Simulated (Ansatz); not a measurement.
# CH7FSi3: the cost of one run

All numbers below are computed with Ansatz 0.2.0 (RKS LDA/def2-SVP).

## (1) Starting point

Bond lengths: F1–Si2 1.563 Å, Si2–Si3 2.345 Å, Si3–C4 1.878 Å, C4–Si5 1.727 Å, Si2–H6 1.505 Å, Si2–H7 1.503 Å, Si3–H8 1.470 Å, C4–H9 1.035 Å, C4–H10 1.109 Å, Si5–H11 1.518 Å, Si5–H12 1.456 Å. Angles (14 of 18 angles, heavy atoms first): F1–Si2–Si3 106.9°, Si2–Si3–C4 115.8°, Si3–C4–Si5 101.5°, F1–Si2–H6 110.7°, F1–Si2–H7 108.7°, Si3–Si2–H6 111.3°, Si3–Si2–H7 109.7°, Si2–Si3–H8 112.6°, C4–Si3–H8 108.8°, Si3–C4–H9 109.9°, Si3–C4–H10 108.9°, Si5–C4–H9 117.0°, Si5–C4–H10 116.0°, C4–Si5–H11 113.8°.

As a file:

```xyz
12

F    -3.1802    0.4444    0.8490
Si   -1.6481    0.7468    0.7860
Si   -0.6615   -0.9825   -0.4526
C     1.1781   -1.2402   -0.1734
Si    1.7914    0.3533   -0.4298
H    -1.3965    2.0866    0.1494
H    -1.0995    0.7437    2.1855
H    -0.9070   -0.8546   -1.8964
H     1.5283   -1.9851   -0.8012
H     1.3318   -1.6622    0.8405
H     1.5035    1.3122    0.7109
H     1.6366    0.9824   -1.7340
```

## (2) End point A

The input, input.yaml:

```yaml
crystal:
  periodic: [false, false, false]
  atoms:
    - { symbol: F, position_ang: [-3.1802, 0.4444, 0.849] }
    - { symbol: Si, position_ang: [-1.6481, 0.7468, 0.786] }
    - { symbol: Si, position_ang: [-0.6615, -0.9825, -0.4526] }
    - { symbol: C, position_ang: [1.1781, -1.2402, -0.1734] }
    - { symbol: Si, position_ang: [1.7914, 0.3533, -0.4298] }
    - { symbol: H, position_ang: [-1.3965, 2.0866, 0.1494] }
    - { symbol: H, position_ang: [-1.0995, 0.7437, 2.1855] }
    - { symbol: H, position_ang: [-0.907, -0.8546, -1.8964] }
    - { symbol: H, position_ang: [1.5283, -1.9851, -0.8012] }
    - { symbol: H, position_ang: [1.3318, -1.6622, 0.8405] }
    - { symbol: H, position_ang: [1.5035, 1.3122, 0.7109] }
    - { symbol: H, position_ang: [1.6366, 0.9824, -1.734] }
basis:
  gaussian: { orbitals: def2-SVP }
hamiltonian:
  xc: lda
relax:
  f_tol: 0.015
  max_steps: 40
```

Started as:

```
$ ansatz run input.yaml --threads 2 --pin off --max-ram 3072MiB --backend cpu --events-out ev --progress --plain --runs-dir out
```

Q: Estimate wall time and peak memory on 2 threads of Arm Neoverse V1, shared host.

About 34 s, with a peak of 0.15 GiB.
